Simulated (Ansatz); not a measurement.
# Eu (bcc type): how the settings move a single-point run

Question: which choices in the input matter for Eu (bcc type)?

Computed with Ansatz 0.2.0 (reference: DFT, PBE, all-electron LAPW, scalar-relativistic, unless a step's input says otherwise).

4 further runs of the same task are left out: 3 that didn't finish, 1 set aside as unsound or not needed. Runs told in other sessions of the task aren't counted.

### Step 1. The system as given

Symmetry: Im-3m, No. 229, cubic system. The conventional cell has a = 3.483 Å, b = 3.483 Å, c = 3.483 Å, α = 90.00°, β = 90.00°, γ = 90.00°. Eu (site symmetry m-3m) has 8 Eu at 3.02 Å in its first shell of neighbours.

Structure file:

```cif
data_structure
_symmetry_space_group_name_H-M 'P 1'
_symmetry_Int_Tables_number 1
_cell_length_a 3.0161
_cell_length_b 3.0161
_cell_length_c 3.0161
_cell_angle_alpha 109.471
_cell_angle_beta 109.471
_cell_angle_gamma 109.471
_cell_volume 21.12
loop_
_atom_site_label
_atom_site_type_symbol
_atom_site_fract_x
_atom_site_fract_y
_atom_site_fract_z
_atom_site_occupancy
Eu1 Eu 0.00000 0.00000 0.00000 1
```

### Step 2. Reference

File input.yaml:

```yaml
crystal:
  lattice:
    - [-1.7413450207, 1.7413450207, 1.7413450207]
    - [1.7413450207, -1.7413450207, 1.7413450207]
    - [1.7413450207, 1.7413450207, -1.7413450207]
  atoms:
    - { symbol: Eu, position: [0.0, 0.0, 0.0], spin: 7.0 }
magnetization:
  spin_polarized: true
kpoints:
  mp_grid: { grid: [14, 14, 14] }
scf:
  occupations: { method: fermi_dirac, width: 0.05 }
hamiltonian:
  xc: pbe
  pseudopotentials: { kind: all_electron, lapw: { basis_error: 0.001 } }
output:
  forces: true
  stress: true
  eigenvalues: true
  populations: true
```

On the command line:

```bash
$ ansatz run input.yaml --threads 1 --pin off --max-ram 3072MiB --backend cpu --events-out ev --progress --plain --runs-dir out
```

### Step 3. Variant: mp_grid.shift [0.5, 0.5, 0.5], hubbard.sites [{species: Eu, l: f, u_eff: 2.0}], hubbard.double_counting amf

input.yaml: that of step 2 with these lines changed.

```diff
@@ -10,3 +10,3 @@
 kpoints:
-  mp_grid: { grid: [14, 14, 14] }
+  mp_grid: { grid: [14, 14, 14], shift: [0.5, 0.5, 0.5] }
 scf:
@@ -16,2 +16,3 @@
   pseudopotentials: { kind: all_electron, lapw: { basis_error: 0.001 } }
+  hubbard: { sites: [{ species: Eu, l: f, u_eff: 2.0 }], double_counting: amf }
 output:
```

**Question.** What will these runs give? Wanted: for each run, ending; energy change; pressure; abs. moment; force.

**Answer**, as computed:

```
                                                                                                           run     ending                                                   energy change  pressure (GPa)  abs. moment (μB)  force (eV/Å)  cycles  time
                                                                                                     reference  converged                                                               0            31.2              7.22          0.00      17  67 s
1: mp_grid.shift [0.5, 0.5, 0.5], hubbard.sites [{species: Eu, l: f, u_eff: 2.0}], hubbard.double_counting amf  converged  -5.1 meV/atom (Hubbard term changed: no physical gain or loss)            31.2              7.17          0.00      14  57 s
```

Residual by cycle in the longest SCF loop of each run; runs are numbered as in the table. The quantity is the density residual dr2, in eV.

```
cycle  reference    run 1
    1     0.0209    0.757
    2      0.012     1.12
    4     0.0025  0.00369
    5    0.00114  0.00717
    7     3.7e-5  0.00552
    8     1.4e-5   5.3e-4
   10     1.1e-7   6.5e-5
   11     5.6e-9   1.5e-6
   13    6.6e-10   5.7e-7
   14    1.5e-10   1.1e-8
   16     1.5e-9        -
   17    3.4e-10        -
```

Changing the k-point mesh, Hubbard U and double counting of the Hubbard term moves the energy by -5.1 meV/atom. The U term adds an energy of its own, so the shift says nothing about which run is better. A changed U is a change of model: its shifts are not errors of convergence. The structure is not at rest: the sound run finds 31 GPa, so these are no properties of the relaxed crystal. 
